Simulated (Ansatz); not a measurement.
CsLiCr2Te2S3:

```
Cs Li Cr Te S
1.0
     3.67471   -0.00018   -0.00146
     0.00068    6.25849    0.00267
     0.09970    0.01509   18.87835
Cs Li Cr Te S
2 2 4 4 6
Direct
  0.00702 0.99658 0.60964
  0.50622 0.49563 0.63737
  0.49757 0.83290 0.98554
  0.99760 0.33501 0.98513
  0.99390 0.00068 0.13453
  0.49393 0.50024 0.13461
  0.00147 0.66940 0.83098
  0.50140 0.16737 0.83340
  0.01027 0.59621 0.46271
  0.51068 0.22697 0.45459
  0.49158 0.83669 0.22777
  0.99165 0.33648 0.22784
  0.99971 0.99979 0.90043
  0.49974 0.50461 0.89926
  0.99553 0.66614 0.07188
  0.49551 0.16656 0.07160
  0.50316 0.84068 0.76492
  0.00305 0.32804 0.76778
```

The cell was built by a generator and needn't be a form met in nature.

Base run:

| Item | Value |
| --- | --- |
| Program | Ansatz 0.2.0 |
| Functional | revPBE |
| Potentials or basis | Ansatz PAW |
| Cutoff | 420 eV |
| Density cutoff | 1680 eV |
| k mesh | 7 × 5 × 2 |
| Occupations | fermi-dirac, width 0.05 eV |
| Spin | collinear spin, ferromagnetic start |
| Starting moments | [0.0, 0.0, 0.0, 0.0, 3.0, 3.0, 3.0, 3.0, 0.0, 0.0, 0.0, 0.0, 0.0, 0.0, 0.0, 0.0, 0.0, 0.0] μB |

Its results: band gap on the k mesh none (metal or under the smearing width); pressure 1.6 GPa; net moment 11.48 μB per cell; site moments Cs +0.00, -0.00; Li -0.01; Cr +2.66, +2.79, +2.76; Te -0.00, -0.15; S -0.06, -0.07 μB; largest force 0.107 eV/Å.

**Question.** The run is repeated on the same cell with these changes: functional from revPBE to PBEsol. What comes out?

**Answer.** Band gap on the k mesh none (metal or under the smearing width); pressure -2.8 GPa; net moment 11.43 μB per cell; site moments Cs +0.00, -0.00; Li -0.01; Cr +2.63, +2.78, +2.74; Te -0.00, -0.14; S -0.06, -0.07 μB; largest force 0.335 eV/Å.

PBEsol binds more tightly than revPBE, so the same cell stands under less pressure.

Caveats: only a ferromagnetic start was run, and an antiferromagnetic order may lie lower in energy; the PAW data sets come from PBE, with cores solved anew for the run's functional, which leaves a small shift of forces and pressure; the potentials were made for another functional, which shifts forces and pressure (some runs).

Not every run made on this cell is shown here.
